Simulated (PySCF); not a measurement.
**[TaO2]-: rigid scans about the minimum**

How stiff is [TaO2]- (singlet) against rigid distortions? The scans start from its PBE0 minimum.

Method: PBE0, basis Ta def2-SVPD with ECP60, O def2-SVPD, scalar-relativistic core potentials, no spin–orbit coupling, density fitting; program: PySCF 2.14.0.

**1. The starting structure**

3 atoms, charge -1, spin multiplicity 1.

Bond lengths: Ta1–O2 1.752 Å, Ta1–O3 1.752 Å. Angles: O2–Ta1–O3 107.8°.

Coordinates in bohr (charge -1 multiplicity 1):
```
Ta    0.0000    0.0000    0.0000
O     0.3898    1.9112    2.6744
O     0.3898    1.9112   -2.6744
```

**2. Breathing scan**

One driver script runs all scans and calls PySCF for each point, on a (75, 302) grid.

Run with:

```sh
$ OMP_NUM_THREADS=2 python axn.py task.json out
```

A rigid scan with PBE0: all bonds to the central atom are scaled together. Each point starts from its neighbour's orbitals, and energies count from the minimum. Dipoles of the ion refer to the centre of mass.

```
scale of all bonds to the centre  energy (kJ/mol)  dipole size (D)
                            0.88            311.2             0.43
                            0.92            122.3             1.18
                            0.96             27.1             1.87
                            1.00              0.0             2.51
                            1.04             21.4             3.11
                            1.08             76.8             3.67
                            1.14            200.3             4.46
                            1.22            402.5             5.43
                            1.35            744.1             6.81
```

The scan took 7.1 s on 2 threads of Intel Xeon Platinum 8488C (Sapphire Rapids), shared host.

**3. Stretching one bond**

A rigid scan with PBE0: the bond from Ta to the last atom (O) is scaled and the rest held.

```
scale of one bond  energy (kJ/mol)  dipole size (D)
             0.92             56.2             2.07
             0.96             12.5             2.24
             1.00              0.0             2.51
             1.05             14.9             2.94
             1.12             70.9             3.62
             1.20            159.8             4.44
             1.35            339.6             5.91
             1.55            542.7             7.64
             1.80            709.4             9.08
             2.20            824.8            10.22
```

The scan took 9.7 s.

A restricted determinant lies too high at long bonds, where the pair should uncouple.

**4. Bending curve**

A rigid scan with PBE0: the O–Ta–O angle changes, with bonds held.

```
bond angle (°)  energy (kJ/mol)  dipole size (D)
            80            119.9             3.42
            90             43.4             3.10
           100              7.5             2.77
           110              0.1             2.43
           120             15.8             2.08
           130             49.4             1.72
           140             96.0             1.39
           150            149.6             1.07
           160            201.8             0.75
           170            241.0             0.40
           180            255.8             0.00
```

The scan took 9 s.

**5. Outcome**

| quantity | value |
| --- | --- |
| all bonds 4 % longer | 21.4 kJ/mol |
| one bond 20 % longer | 159.8 kJ/mol |
| linear shape, bonds held | 255.8 kJ/mol |

What this shows: The well is lopsided, 27.1 kJ/mol for 4 % shorter bonds against 21.4 for 4 % longer ones. Held rigid otherwise, the linear shape costs 256 kJ/mol. Whether spin polarisation would lower the closed shell was not checked. With an element this heavy the missing spin–orbit coupling can shift these numbers.
